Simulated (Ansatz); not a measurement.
Task: a rigid scan of one bond length of CH5AsO, SMILES CO[AsH2], with Ansatz's Python interface. Give the script and its output. Level of theory (for the species named): r2SCAN, def2-SVP basis, multiplicity 1.

```yaml
atoms:
  - { symbol: C, position_ang: [-0.3971, 0.7605, -0.2039] }
  - { symbol: O, position_ang: [-0.8587, -0.1192, 0.7597] }
  - { symbol: As, position_ang: [0.2202, -1.6048, 0.6795] }
  - { symbol: H, position_ang: [-0.5698, 0.4213, -1.2383] }
  - { symbol: H, position_ang: [0.6283, 1.0662, -0.1159] }
  - { symbol: H, position_ang: [-1.0388, 1.7508, -0.0964] }
  - { symbol: H, position_ang: [1.5728, -0.7833, 1.0193] }
  - { symbol: H, position_ang: [0.5352, -1.5486, -0.8599] }
```

`ch5aso_scan.py`
```python
"""Potential curve of CH5AsO along one bond."""

import ansatz as az
import numpy as np


def main() -> None:
    geometry_ang = [
        ("C", (-0.3971, 0.7605, -0.2039)),
        ("O", (-0.8587, -0.1192, 0.7597)),
        ("As", (0.2202, -1.6048, 0.6795)),
        ("H", (-0.5698, 0.4213, -1.2383)),
        ("H", (0.6283, 1.0662, -0.1159)),
        ("H", (-1.0388, 1.7508, -0.0964)),
        ("H", (1.5728, -0.7833, 1.0193)),
        ("H", (0.5352, -1.5486, -0.8599)),
    ]
    geometry = az.Crystal.molecule()
    for symbol, xyz in geometry_ang:
        geometry = geometry.atom(symbol, xyz)

    symbols = [site.symbol for site in geometry.cartesian_sites]
    start = np.array([site.position_ang for site in geometry.cartesian_sites])
    axis = (start[6] - start[2]) / np.linalg.norm(start[6] - start[2])
    moving = [6]
    lengths, energies = [1.38, 1.49, 1.62, 1.78, 2.02, 2.43, 2.91, 3.56], []
    for length in lengths:
        xyz = start.copy()
        xyz[moving] += (length - np.linalg.norm(start[6] - start[2])) * axis
        point = az.Crystal.molecule()
        for symbol, place in zip(symbols, xyz):
            point = point.atom(symbol, place.tolist())
        setup = point.calculation().basis(gaussian="def2-SVP").functional("r2scan").accuracy("medium")
        r = setup.run().report
        energies.append(r["free_energy_ev"])
        print(f"r = {length:6.3f} A  E = {energies[-1]:.5f} eV  <S^2> = {abs(r['mean_field']['state']['spin_squared']):.3f}")

    print("energy above the lowest point (eV):", [round(e - min(energies), 3) for e in energies])


if __name__ == "__main__":
    main()
```

Output of `python ch5aso_scan.py`:
```text
r =  1.380 A  E = -63993.89585 eV  <S^2> = 0.000
r =  1.490 A  E = -63994.14099 eV  <S^2> = 0.000
r =  1.620 A  E = -63994.11008 eV  <S^2> = 0.000
r =  1.780 A  E = -63993.81750 eV  <S^2> = 0.000
r =  2.020 A  E = -63993.17483 eV  <S^2> = 0.000
r =  2.430 A  E = -63992.05877 eV  <S^2> = 0.000
r =  2.910 A  E = -63991.04672 eV  <S^2> = 0.000
r =  3.560 A  E = -63990.18489 eV  <S^2> = 0.000
energy above the lowest point (eV): [0.245, 0.0, 0.031, 0.323, 0.966, 2.082, 3.094, 3.956]
```

Reading the output:
- These settings explore the input space; basis and method may be short of convergence.
- The rest of the molecule is held rigid at a force-field or estimated start geometry, and the basis set is modest; single-reference methods fail as a bond breaks.
- The orbitals are restricted, so S² is zero by construction.
- Toward dissociation an unrestricted state can lie under the restricted one, by tenths of an eV for polar bonds under a functional and by 1 to 2 eV or more for others.
- It ran for 35 s on 1 thread of Arm Neoverse V1 (shared host), peak memory 0.2 GiB.
